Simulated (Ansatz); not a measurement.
# Si: the cost of one run

Computed with Ansatz 0.2.0 (DFT r2SCAN, scalar-relativistic, plane waves, PAW, unless a step's input says otherwise).

1 further run of the same task is left out (set aside as unsound or not needed). Runs told in other sessions of the task aren't counted.

**1. Starting point**

It takes space group I4/mmm (No. 139, tetragonal). The conventional cell has a = 3.318 Å, b = 3.318 Å, c = 2.553 Å, α = 90.00°, β = 90.00°, γ = 90.00°. Si (site symmetry 4/mmm) is surrounded by 10 Si at 2.55 to 2.67 Å.

Structure file:

```cif
data_structure
_symmetry_space_group_name_H-M 'I4/mmm'
_symmetry_Int_Tables_number 139
_cell_length_a 3.3177
_cell_length_b 3.3177
_cell_length_c 2.5527
_cell_angle_alpha 90.000
_cell_angle_beta 90.000
_cell_angle_gamma 90.000
_cell_volume 28.10
loop_
_atom_site_label
_atom_site_type_symbol
_atom_site_symmetry_multiplicity
_atom_site_Wyckoff_symbol
_atom_site_fract_x
_atom_site_fract_y
_atom_site_fract_z
_atom_site_occupancy
Si1 Si 2 a 0.00000 0.00000 0.00000 1
```

It goes back to an entry of the Materials Project, which need not be the stable form.

It is the result of an earlier relaxation at this level (volume 14.05 Å³/atom; gap on the mesh: none (metal)).

**2. Zero of the scan**

The input, input.yaml:

```yaml
crystal:
  lattice:
    - [-1.6588457136, 1.6588457136, 1.276336932]
    - [1.6588457136, -1.6588457136, 1.276336932]
    - [1.6588457136, 1.6588457136, -1.276336932]
  atoms:
    - { symbol: Si, position: [0.0, 0.0, 0.0] }
basis:
  ecutwfc: 500
kpoints:
  mp_grid: { grid: [30, 30, 30] }
hamiltonian:
  xc: r2scan
scf:
  occupations: { method: gaussian, width: 0.15 }
output:
  forces: true
  stress: true
  eigenvalues: true
```

Started as:

```
$ ansatz run input.yaml --threads 2 --pin off --max-ram 5120MiB --backend cpu --events-out ev --progress --plain --runs-dir out
```

**Question.** How long does this run take on 2 threads of Arm Neoverse V2, shared host, and how much memory does it need?

About 10 s, with a peak of 0.59 GiB.
